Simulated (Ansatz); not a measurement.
# H7InN2OSi: up Jacob's ladder to CCSD(T)

An exercise on one series of results from a longer session: the logs are not shown, and one member is left open.

Program: Ansatz 0.2.0, Gaussian basis. Level of theory: functionals in def2-TZVPP, the program's frozen cores in correlated methods. These are calculated values, not measurements.

Plan: LDA (SPW92), PBE-D4, revPBE-D4, BLYP-D4, r2SCAN-D4, B97M-V, PBE0-D4, B3LYP-D4, r2SCANh-D4, r2SCAN0-D4, HSE06-D4, BHLYP-D4, CAM-B3LYP-D4, LC-ωPBE, ωB97X-V, ωB97M-V, B2PLYP, PBE-QIDH; CCSD(T)/def2-SVP; CCSD(T)/def2-TZVPP; MP2/def2-QZVPP; extrapolation to the limit; RPA on PBE.

**Structure used throughout**

All runs share one geometry, relaxed beforehand with PBE0-D4 in a triple-zeta def2 set. In takes the def2 core potential; no spin-orbit term is included.

SMILES `[NH2][In]([NH2])[O][SiH3]`, 12 atoms, charge 0, spin multiplicity 1.

Atoms are counted from 1 here; the program's logs count them from 0.

Bond lengths: N1–In2 2.006 Å, N1–H6 1.010 Å, N1–H7 1.011 Å, In2–N3 2.010 Å, In2–O4 1.993 Å, N3–H8 1.011 Å, N3–H9 1.010 Å, O4–Si5 1.620 Å, Si5–H10 1.490 Å, Si5–H11 1.499 Å, Si5–H12 1.491 Å. Angles: In2–N1–H6 116.7°, In2–N1–H7 113.9°, H6–N1–H7 109.0°, N1–In2–N3 133.5°, N1–In2–O4 112.2°, N3–In2–O4 114.4°, In2–N3–H8 114.0°, In2–N3–H9 116.7°, H8–N3–H9 109.0°, In2–O4–Si5 135.9°, O4–Si5–H10 110.8°, O4–Si5–H11 111.7°, O4–Si5–H12 111.3°, H10–Si5–H11 107.4°, H10–Si5–H12 108.1°, H11–Si5–H12 107.3°.

Set-up of the first run:

File in.yaml:

```yaml
crystal:
  periodic: [false, false, false]
  atoms:
    - {symbol: N, position_ang: [-1.997256, 0.098156, 2.005828]}
    - {symbol: In, position_ang: [-0.594619, -0.416206, 0.667308]}
    - {symbol: N, position_ang: [0.301560, -2.154082, 0.202629]}
    - {symbol: O, position_ang: [0.011691, 1.138379, -0.422017]}
    - {symbol: Si, position_ang: [1.170679, 1.406342, -1.521720]}
    - {symbol: H, position_ang: [-2.663167, -0.616167, 2.263119]}
    - {symbol: H, position_ang: [-2.497210, 0.944383, 1.769982]}
    - {symbol: H, position_ang: [1.201033, -2.046424, -0.246359]}
    - {symbol: H, position_ang: [0.384384, -2.834828, 0.944146]}
    - {symbol: H, position_ang: [1.982125, 2.601666, -1.156528]}
    - {symbol: H, position_ang: [2.109583, 0.243450, -1.630215]}
    - {symbol: H, position_ang: [0.591198, 1.635331, -2.876173]}
basis:
  gaussian: {orbitals: def2-TZVPP}
hamiltonian: {xc: lda}
output: {orbitals: {seedname: orbitals}}
```

On the command line:

```console
$ ansatz run in.yaml --threads 4 --pin off --events-out ev --progress --plain --max-ram 11315MiB
```

Among the steps run: LDA; PBE-D4 (GGA); revPBE-D4 (GGA); BLYP-D4 (GGA); r2SCAN-D4 (meta-GGA); B97M-V (meta-GGA); B3LYP-D4 (hybrid); r2SCANh-D4 (hybrid); r2SCAN0-D4 (hybrid); HSE06-D4 (hybrid); BHLYP-D4 (hybrid); CAM-B3LYP-D4 (range-separated); LC-ωPBE (range-separated); ωB97X-V (range-separated); ωB97M-V (range-separated); B2PLYP (double hybrid); PBE-QIDH (double hybrid).

One of the session's tables, all rows but one given; the rest of the session is left out.

It belongs to the step «Orbital energies across the functionals». 

```
  functional  HOMO (eV)  gap (eV)
 LDA (SPW92)      -6.26      3.87
      PBE-D4      -6.07      3.93
   revPBE-D4      -6.00      3.98
     BLYP-D4      -5.95      3.83
   r2SCAN-D4      -6.37      4.52
      B97M-V      -6.44      4.34
     PBE0-D4      -7.48      6.24
    B3LYP-D4      -7.23      5.66
  r2SCANh-D4      -6.90      5.37
  r2SCAN0-D4      -7.70      6.63
    HSE06-D4      -7.07      5.46
    BHLYP-D4      -8.80      8.35
CAM-B3LYP-D4          ?         ?
     LC-ωPBE     -10.31     11.31
     ωB97X-V      -9.93     10.69
     ωB97M-V      -9.86     10.33
```

Estimate the missing values for CAM-B3LYP-D4.

**Answer.** HOMO (eV): -8.91; gap (eV): 8.57. In the column «HOMO (eV)» it lies between ωB97M-V (-9.86) and BHLYP-D4 (-8.80).
